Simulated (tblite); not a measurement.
# C2H11ClSi3: the cost of one run

The runs use tblite 0.8.0 and PySCF 2.14.0, with density-fitted response routines of our own; the level of theory stands in each step. All values are computed, except where a source is named. Atoms are numbered from 0 throughout.

**1. The starting structure**

17 atoms, charge 0, multiplicity 1; geometry from: force field or distance geometry start.

Bonds of the start (Å): Si0–C1 1.86, C1–Si2 1.86, Si2–C3 1.86, C3–Si4 1.87, Si4–Cl5 2.06, Si0–H6 1.47, Si0–H7 1.47, Si0–H8 1.47, C1–H9 1.11, C1–H10 1.11, Si2–H11 1.48, Si2–H12 1.48, C3–H13 1.12, C3–H14 1.11, Si4–H15 1.48, Si4–H16 1.48.

**2. Geometry optimisation with GFN2-xTB**

What the job is given:

```
{"job": {"kind": "relax", "xc": "GFN2-xTB", "basis": "xTB"}, "charge": 0, "multiplicity": 1}
Si    -2.632600     0.495900     0.571400
C     -1.641100    -0.883300    -0.191400
Si    -0.020800    -0.164500    -0.763000
C      1.430800    -0.750400     0.242700
Si     2.694700     0.622000     0.114700
Cl     4.343700     0.350000     1.323900
H     -4.010200     0.457800     0.047800
H     -2.606900     0.285600     2.028900
H     -1.983900     1.749900     0.169400
H     -1.506300    -1.745900     0.496700
H     -2.182400    -1.210400    -1.107600
H      0.229200    -0.433200    -2.194900
H     -0.099700     1.307500    -0.598500
H      1.810400    -1.666700    -0.275800
H      1.162000    -0.924800     1.305200
H      3.074400     0.668200    -1.310000
H      1.931800     1.854300     0.429600
```

On the command line:

```sh
$ OMP_NUM_THREADS=1 python probes_run.py task.json out
```

The driver reads the jobs from task.json and runs them one after another.

Q: Estimate the wall time and peak memory of this first job on 1 thread of Arm Neoverse N1, shared host.

About 2.3 s, with a peak of 0.18 GiB.
